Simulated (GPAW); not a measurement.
The system is MgB.

```
CELL_PARAMETERS angstrom
2.89515 0.00000 0.00000
0.00000 2.89515 0.00000
0.00000 0.00000 2.89515
ATOMIC_POSITIONS crystal
Mg 0.00000 0.00000 0.00000
B 0.50000 0.50000 0.50000
```

The cell was built by a generator and needn't be a form met in nature.

* Program: GPAW 26.7.0
* Task: relaxation of cell and atoms
* Functional: revPBE
* Potentials or basis: the program's PAW data sets (release 1.2.1) made for this functional
* Cutoff: 800 eV
* Basis: pw
* k mesh: 9 × 9 × 9
* Occupations: fermi-dirac, width 0.05 eV
* Spin: no spin polarisation

At the start: pressure 2.0 GPa; volume 12.13 Å³/atom.

**Question.** Where does the relaxation end?

**Answer.** Over 3 steps the energy falls by 2.3 meV/atom and the volume is 12.43 Å³/atom (+2.4 %); space group Pm-3m (No. 221, to 0.05 Å).

The path:
| step | energy change (eV) | largest force (eV/Å) | pressure (GPa) | volume (Å³) |
| --- | --- | --- | --- | --- |
| 1 | 0.0000 | 0.0000 | 2.03 | 24.27 |
| 2 | -0.0011 | 0.0000 | 1.75 | 24.35 |
| 3 | -0.0045 | 0.0000 | 0.02 | 24.86 |

Final structure:
```xyz
2
Lattice="2.9185 0.0000 0.0000 0.0000 2.9185 0.0000 0.0000 0.0000 2.9185" Properties=species:S:1:pos:R:3 pbc="T T T"
Mg    0.0000    0.0000    0.0000
B     1.4593    1.4593    1.4593
```

Caveat: later steps reuse the first step's grids.
